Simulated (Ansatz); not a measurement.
# YGeF5: the cost of one run

Computed with Ansatz 0.2.0 (DFT PBE, scalar-relativistic, plane waves, PAW, unless a step's input says otherwise).

## Step 1: The structure to begin with

It takes space group F-43m (No. 216, cubic). The conventional cell has a = 7.300 Å, b = 7.300 Å, c = 7.300 Å, α = 90.00°, β = 90.00°, γ = 90.00°. Y (site symmetry -43m) has 16 F at 3.08 to 3.16 Å and 4 Ge at 3.16 Å as nearest neighbours. Ge (site symmetry -43m) has 4 F at 1.82 Å as nearest neighbours. Around F (site symmetry -43m) lie 12 F at 2.99 Å and 4 Y at 3.16 Å. Around F (site symmetry 3m) lie 1 Ge at 1.82 Å.

Structure file:

```
CELL_PARAMETERS angstrom
0.00000 3.65007 3.65007
3.65007 0.00000 3.65007
3.65007 3.65007 0.00000
ATOMIC_POSITIONS crystal
Y 0.75000 0.75000 0.75000
Ge 0.50000 0.50000 0.50000
F 0.00000 0.00000 0.00000
F 0.35623 0.35623 0.35623
F 0.35623 0.35623 0.93131
F 0.35623 0.93131 0.35623
F 0.93131 0.35623 0.35623
```

A structure generator made this guess: random cell by space group and Wyckoff sites (F-43m, No. 216). Lengths come from tabulated atomic sizes and are only a guess.

## Step 2: The guess as it stands, on a coarse mesh

input.yaml

```yaml
crystal:
  lattice:
    - [0.0, 3.65006891, 3.65006891]
    - [3.65006891, 0.0, 3.65006891]
    - [3.65006891, 3.65006891, 0.0]
  atoms:
    - { symbol: "Y", position: [0.75, 0.75, 0.75] }
    - { symbol: Ge, position: [0.5, 0.5, 0.5] }
    - { symbol: F, position: [0.0, 0.0, 0.0] }
    - { symbol: F, position: [0.35622973, 0.35622973, 0.35622973] }
    - { symbol: F, position: [0.35622973, 0.35622973, 0.93131081] }
    - { symbol: F, position: [0.35622973, 0.93131081, 0.35622973] }
    - { symbol: F, position: [0.93131081, 0.35622973, 0.35622973] }
basis:
  ecutwfc: 420
kpoints:
  mp_grid: { grid: [4, 4, 4] }
hamiltonian:
  xc: pbe
scf:
  occupations: { method: gaussian, width: 0.1 }
  lower_state_search: "off"
output:
  forces: true
  stress: true
  eigenvalues: true
```

The run is started by

```sh
$ ansatz run input.yaml --threads 1 --pin off --max-ram 2048MiB --backend cpu --events-out ev --progress --plain --runs-dir out
```

What time and memory should one allow on 1 thread of Intel Xeon Platinum 8375C at 2.90GHz (Ice Lake), shared host?

About 2.5 s, with a peak of 0.4 GiB.
